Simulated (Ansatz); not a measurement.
# InSbTe3: the cost of one run

Method: DFT PBE, scalar-relativistic, plane waves, PAW, in Ansatz 0.2.0.

**1. The structure to begin with**

It takes space group P6/mmm (No. 191, hexagonal). Conventional cell: a = 5.783 Å, b = 5.783 Å, c = 5.911 Å, α = 90.00°, β = 90.00°, γ = 120.00°. In (site symmetry 6/mmm) is surrounded by 6 Te at 2.89 Å and 2 Sb at 2.96 Å. Around Sb (site symmetry 6/mmm) lie 2 In at 2.96 Å. Te (site symmetry mmm) is surrounded by 2 In at 2.89 Å and 4 Te at 2.89 Å.

Coordinates:

```cif
data_structure
_symmetry_space_group_name_H-M 'P6/mmm'
_symmetry_Int_Tables_number 191
_cell_length_a 5.7825
_cell_length_b 5.7825
_cell_length_c 5.9112
_cell_angle_alpha 90.000
_cell_angle_beta 90.000
_cell_angle_gamma 120.000
_cell_volume 171.17
loop_
_atom_site_label
_atom_site_type_symbol
_atom_site_symmetry_multiplicity
_atom_site_Wyckoff_symbol
_atom_site_fract_x
_atom_site_fract_y
_atom_site_fract_z
_atom_site_occupancy
In1 In 1 b 0.00000 0.00000 0.50000 1
Sb1 Sb 1 a 0.00000 0.00000 0.00000 1
Te1 Te 3 g 0.50000 0.00000 0.50000 1
```

The cell is invented: random cell by space group and Wyckoff sites (P6/mmm, No. 191). Its size is a rough estimate.

**2. A first look at the guess**

input.yaml

```yaml
crystal:
  lattice:
    - [5.78253336, 0.0, 0.0]
    - [-2.89126668, 5.00782079, 0.0]
    - [0.0, 0.0, 5.91116763]
  atoms:
    - { symbol: In, position: [0.0, 0.0, 0.5] }
    - { symbol: Sb, position: [0.0, 0.0, 0.0] }
    - { symbol: Te, position: [0.5, 0.0, 0.5] }
    - { symbol: Te, position: [0.0, 0.5, 0.5] }
    - { symbol: Te, position: [0.5, 0.5, 0.5] }
basis:
  ecutwfc: 420
kpoints:
  mp_grid: { grid: [3, 3, 4] }
hamiltonian:
  xc: pbe
scf:
  occupations: { method: gaussian, width: 0.1 }
  lower_state_search: "off"
output:
  forces: true
  stress: true
  eigenvalues: true
```

The run is started by

```
> ansatz run input.yaml --threads 1 --pin off --max-ram 2560MiB --backend cpu --events-out ev --progress --plain --runs-dir out
```

What time and memory should one allow on 1 thread of Intel Xeon at 2.50GHz (Skylake/Cascade Lake), shared host?

About 11 s, with a peak of 0.46 GiB.
